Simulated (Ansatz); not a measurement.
**CH₃NOSSi: a ladder of functionals and wavefunction methods**

The task here is to estimate one member of a computed series from the others.

Method: functionals in def2-TZVPP, the program's frozen cores in correlated methods; program: Ansatz 0.2.0, Gaussian basis.

Levels to be run: LDA (SPW92), PBE-D4, revPBE-D4, BLYP-D4, r2SCAN-D4, B97M-V, PBE0-D4, B3LYP-D4, r2SCANh-D4, r2SCAN0-D4, HSE06-D4, BHLYP-D4, CAM-B3LYP-D4, LC-ωPBE, ωB97X-V, ωB97M-V, B2PLYP, PBE-QIDH; CCSD(T)/def2-SVP; CCSD(T)/def2-TZVPP; MP2/def2-QZVPP; extrapolation to the limit; RPA on PBE.

**The relaxed structure**

An earlier PBE0-D4 in a triple-zeta def2 set relaxation fixed the geometry.

SMILES `N=C1S[SiH]1O`, 8 atoms, charge 0, spin multiplicity 1.

Atoms are counted from 1 here; the program's logs count them from 0.

Bond lengths: N1–C2 1.252 Å, N1–H6 1.020 Å, C2–S3 1.831 Å, C2–Si4 1.825 Å, S3–Si4 2.100 Å, Si4–O5 1.628 Å, Si4–H7 1.472 Å, O5–H8 0.960 Å. Angles: C2–N1–H6 110.6°, N1–C2–S3 127.6°, N1–C2–Si4 162.3°, S3–C2–Si4 70.1°, C2–S3–Si4 54.8°, C2–Si4–S3 55.1°, C2–Si4–O5 124.0°, C2–Si4–H7 122.3°, S3–Si4–O5 121.8°, S3–Si4–H7 120.6°, O5–Si4–H7 106.1°, Si4–O5–H8 117.8°.

The first run:

The input, in.yaml:

```yaml
crystal:
  periodic: [false, false, false]
  atoms:
    - {symbol: N, position_ang: [0.190863, 1.673758, 1.393294]}
    - {symbol: C, position_ang: [0.219834, 0.565647, 0.811552]}
    - {symbol: S, position_ang: [-0.007878, -1.092762, 1.554459]}
    - {symbol: Si, position_ang: [0.323030, -0.715292, -0.484637]}
    - {symbol: O, position_ang: [-0.831642, -0.972784, -1.603435]}
    - {symbol: H, position_ang: [0.347304, 2.431877, 0.729125]}
    - {symbol: H, position_ang: [1.597601, -1.091483, -1.118195]}
    - {symbol: H, position_ang: [-1.746812, -0.855962, -1.337863]}
basis:
  gaussian: {orbitals: def2-TZVPP}
hamiltonian: {xc: lda}
output: {orbitals: {seedname: orbitals}}
```

Steps of the session up to this table: LDA; PBE-D4 (GGA); revPBE-D4 (GGA); BLYP-D4 (GGA); r2SCAN-D4 (meta-GGA); B97M-V (meta-GGA); PBE0-D4 (hybrid); B3LYP-D4 (hybrid); r2SCANh-D4 (hybrid); r2SCAN0-D4 (hybrid); HSE06-D4 (hybrid); BHLYP-D4 (hybrid); CAM-B3LYP-D4 (range-separated); LC-ωPBE (range-separated); ωB97X-V (range-separated); ωB97M-V (range-separated); B2PLYP (double hybrid); PBE-QIDH (double hybrid).

One of the session's tables, all rows but one given; the rest of the session is left out.

| functional | HOMO (eV) | gap (eV) |
| --- | --- | --- |
| LDA (SPW92) | -5.86 | 3.51 |
| PBE-D4 | -5.73 | 3.61 |
| revPBE-D4 | -5.67 | 3.64 |
| BLYP-D4 | -5.60 | 3.65 |
| r2SCAN-D4 | -5.98 | 4.00 |
| B97M-V | -6.08 | 4.17 |
| PBE0-D4 | -7.01 | 5.80 |
| B3LYP-D4 | -6.79 | 5.41 |
| r2SCANh-D4 | -6.46 | 4.82 |
| r2SCAN0-D4 | ? | ? |
| HSE06-D4 | -6.61 | 5.03 |
| BHLYP-D4 | -8.19 | 8.06 |
| CAM-B3LYP-D4 | -8.32 | 8.27 |
| LC-ωPBE | -9.60 | 10.65 |
| ωB97X-V | -9.28 | 10.28 |
| ωB97M-V | -9.14 | 10.03 |

Estimate the missing values for r2SCAN0-D4.

Worked estimate for «HOMO (eV)». Against the share of exact exchange, r2SCAN-D4 (0, -5.98), r2SCANh-D4 (0.1, -6.46) give a slope of -4.80 per unit share; at 0.25 the line stands at -7.18.

The run gave: HOMO (eV): -7.17; gap (eV): 6.05. In «HOMO (eV)» the line misses by -0.01.
